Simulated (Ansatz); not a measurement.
**GaH4+ (singlet): the correlation ladder at a displaced geometry (v2), cc-pVTZ**

The task here is to estimate one member of a computed series from the others.

Computed with Ansatz 0.2.0, Gaussian basis. Level: cc-pVTZ, core rule «outside noble gas», up to 14 orbitals frozen.

To be run: UHF; CCSD(T) on RHF; BCCD(T) on RHF; CCSDT(Q) on RHF.

14 further runs of the same task are left out: 3 for a known fault of the program, 5 that didn't finish, 6 set aside as unsound or not needed.

## The geometry

The geometry is a PBE0/def2-TZVP stationary point (not a proven minimum) with its atoms shifted at random (size 0.100 Å). No spin-orbit coupling is included. The filled d shell of Ga may be among the frozen orbitals whatever the setting's name suggests; the logs give the count.

5 atoms, charge 1, spin multiplicity 1.

Atoms are counted from 1 here; the program's logs count them from 0.

Bond lengths: Ga1–H2 1.543 Å, Ga1–H4 1.605 Å, H3–H5 0.844 Å. Angles: H2–Ga1–H4 168.8°.

Geometry (Å):

```xyz
5
GaH4
Ga    0.0050    0.0026   -0.0546
H    -0.1599    1.5317   -0.1857
H    -0.0832    0.3611    2.1109
H    -0.0001   -1.5973   -0.1757
H    -0.1032   -0.4783    2.0262
```

Set-up of the first run:

File in.yaml:

```yaml
crystal:
  periodic: [false, false, false]
  atoms:
    - {symbol: Ga, position_ang: [0.005008, 0.002644, -0.054584]}
    - {symbol: H, position_ang: [-0.159866, 1.531690, -0.185711]}
    - {symbol: H, position_ang: [-0.083245, 0.361116, 2.110914]}
    - {symbol: H, position_ang: [-0.000137, -1.597349, -0.175677]}
    - {symbol: H, position_ang: [-0.103196, -0.478331, 2.026245]}
basis:
  gaussian: {orbitals: cc-pVTZ}
total_charge: 1
magnetization: {spin_polarized: true, initial_magnetization: 0}
hamiltonian: {xc: hf}
output: {orbitals: {seedname: orbitals}}
```

Launch:

```bash
ansatz run in.yaml --threads 1 --pin off --events-out ev --progress --plain --max-ram 2393MiB
```

Among the steps run: UHF; CCSD(T) on RHF; BCCD(T) on RHF; CCSDT(Q) on RHF.

One table of the session follows, with a row left open; its other results are not shown here.

It belongs to the step «Misses and costs». 

```
   method  from RCCSDT(Q) (meV)
      RHF               +3281.7
     RMP2                +704.9
    RCCSD                 +46.7
 RCCSD(T)                     ?
  BCCD(T)                 +10.1
   RCCSDT                  +1.0
RCCSDT(Q)                     0
```

Q: Estimate the row for RCCSD(T) from the others.

As computed: from RCCSDT(Q) (meV): +10.4. In the column «from RCCSDT(Q) (meV)» it lies between BCCD(T) (+10.1) and RCCSD (+46.7).
